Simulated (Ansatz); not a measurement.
# Ti2O3: the cost of one run

Computed with Ansatz 0.2.0 (DFT r2SCAN, scalar-relativistic, plane waves, PAW, unless a step's input says otherwise).

### Step 1. Starting point

It takes space group Pnma (No. 62, orthorhombic). The conventional cell has a = 7.814 Å, b = 2.831 Å, c = 8.134 Å, α = 90.00°, β = 90.00°, γ = 90.00°. Ti (site symmetry m) has 7 O at 2.05 to 2.13 Å in its first shell of neighbours. Around Ti (site symmetry m) lie 7 O at 1.99 to 2.17 Å. O (site symmetry m) is surrounded by 5 Ti at 2.12 to 2.17 Å. O (site symmetry m) has 5 Ti at 2.05 to 2.13 Å in its first shell of neighbours. O (site symmetry m) is surrounded by 4 Ti at 1.99 to 2.12 Å.

As a file:

```
Ti O
1.0
     7.81418    0.00000    0.00000
     0.00000    2.83143    0.00000
     0.00000    0.00000    8.13385
Ti O
8 12
Cartesian
  0.2422 0.7079 5.5612
  4.1493 0.7079 6.6396
  7.5720 2.1236 2.5727
  3.6649 2.1236 1.4943
  1.5340 0.7079 0.1566
  5.4411 0.7079 3.9103
  6.2801 2.1236 7.9772
  2.3731 2.1236 4.2235
  7.3592 0.7079 1.0140
  3.4521 0.7079 3.0530
  0.4550 2.1236 7.1199
  4.3621 2.1236 5.0809
  0.9473 0.7079 3.6369
  4.8544 0.7079 0.4301
  6.8668 2.1236 4.4970
  2.9597 2.1236 7.7038
  6.1983 0.7079 6.5882
  2.2913 0.7079 5.6126
  1.6158 2.1236 1.5457
  5.5229 2.1236 2.5212
```

It goes back to an entry of the Materials Project, which need not be the stable form.

This cell was relaxed beforehand with the same method: volume 9.00 Å³/atom, gap on the mesh 0.34 eV.

### Step 2. Band edges anywhere in the zone

input.yaml

```yaml
crystal:
  lattice:
    - [7.8141757358, 0.0, 0.0]
    - [0.0, 2.8314324833, 0.0]
    - [0.0, 0.0, 8.1338508006]
  atoms:
    - { symbol: Ti, position: [0.0309963861, 0.25, 0.6837085581] }
    - { symbol: Ti, position: [0.5309963861, 0.25, 0.8162914419] }
    - { symbol: Ti, position: [0.9690036139, 0.75, 0.3162914419] }
    - { symbol: Ti, position: [0.4690036139, 0.75, 0.1837085581] }
    - { symbol: Ti, position: [0.1963146388, 0.25, 0.0192536073] }
    - { symbol: Ti, position: [0.6963146388, 0.25, 0.4807463927] }
    - { symbol: Ti, position: [0.8036853612, 0.75, 0.9807463927] }
    - { symbol: Ti, position: [0.3036853612, 0.75, 0.5192536073] }
    - { symbol: O, position: [0.9417737549, 0.25, 0.1246584024] }
    - { symbol: O, position: [0.4417737549, 0.25, 0.3753415976] }
    - { symbol: O, position: [0.0582262451, 0.75, 0.8753415976] }
    - { symbol: O, position: [0.5582262451, 0.75, 0.6246584024] }
    - { symbol: O, position: [0.1212343014, 0.25, 0.4471265866] }
    - { symbol: O, position: [0.6212343014, 0.25, 0.0528734134] }
    - { symbol: O, position: [0.8787656986, 0.75, 0.5528734134] }
    - { symbol: O, position: [0.3787656986, 0.75, 0.9471265866] }
    - { symbol: O, position: [0.7932171646, 0.25, 0.8099698104] }
    - { symbol: O, position: [0.2932171646, 0.25, 0.6900301896] }
    - { symbol: O, position: [0.2067828354, 0.75, 0.1900301896] }
    - { symbol: O, position: [0.7067828354, 0.75, 0.3099698104] }
basis:
  ecutwfc: 500
kpoints:
  mp_grid: { grid: [6, 12, 6] }
  band_path: { path: [VBM, CBM], npoints: 2 }
hamiltonian:
  xc: r2scan
scf:
  occupations: { method: gaussian, width: 0.02 }
output:
  forces: false
  stress: false
  eigenvalues: true
checkpoint:
  read: start.run
  write: ck
  compress: false
  write_wavefunctions: false
  write_every: 100000
```

Run with:

```bash
$ ansatz run input.yaml --threads 4 --pin off --max-ram 10240MiB --backend cpu --events-out ev --progress --plain --runs-dir out
```

**Question.** How long does this run take on 4 threads of Intel Xeon at 2.50GHz (Skylake/Cascade Lake), shared host, and how much memory does it need?

About 3.1 min, with a peak of 2.3 GiB.
